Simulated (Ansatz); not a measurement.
KEu3:

```
CELL_PARAMETERS angstrom
5.88504 0.00000 0.00000
0.00000 5.88504 0.00000
0.00000 0.00000 5.88504
ATOMIC_POSITIONS crystal
Eu 0.50000 0.50000 0.00000
Eu 0.50000 0.00000 0.50000
Eu 0.00000 0.50000 0.50000
K 0.00000 0.00000 0.00000
```

The cell comes from a database or a generator and needn't be the stable form of this composition.

```yaml
Program: Ansatz 0.2.0
Task: single point
Functional: PBE
Potentials_or_basis: Ansatz PAW
Cutoff: "420 eV (not typed: the program's choice for these potentials)"
k_mesh: 5 × 5 × 5
Occupations: fermi-dirac, width 0.05 eV
Spin: collinear spin, ferromagnetic start
Starting_moments: "[7.0, 7.0, 7.0, 0.0] μB"
```

On this cell: pressure -0.3 GPa; largest force zero by symmetry; net moment 22.48 μB per cell; site moments Eu +7.18; K +0.09 μB; band gap on the k mesh none (metal or under the smearing width).

The same run follows on a disturbed copy (atoms moved at random, drawn with an rms of 0.05 Å):

```xyz
4
Lattice="5.8850 0.0000 0.0000 0.0000 5.8850 0.0000 0.0000 0.0000 5.8850" Properties=species:S:1:pos:R:3 pbc="T T T"
Eu    2.9162    2.8549    0.0402
Eu    2.9614    0.0267    2.9300
Eu   -0.0274    2.9579    2.9320
K    -0.0261   -0.0714   -0.0484
```

Question: What changes?

Answer: The energy (extrapolated to zero smearing) moves by +3.2 meV/atom; pressure -0.3 GPa; largest force 0.129 eV/Å; net moment 22.49 μB per cell; site moments Eu +7.16, +7.17; K +0.08 μB; band gap on the k mesh none (metal or under the smearing width).

Forces on the atoms (eV/Å):
```
Eu   0.008  0.108 -0.070
Eu  -0.070 -0.085  0.011
Eu   0.032 -0.072  0.007
K    0.031  0.050  0.052
```

Caveats: spin-orbit coupling is left out, which moves the levels of the heavy elements; without U or exact exchange the open f shell lies at the Fermi level, which spoils levels, moments and volumes.
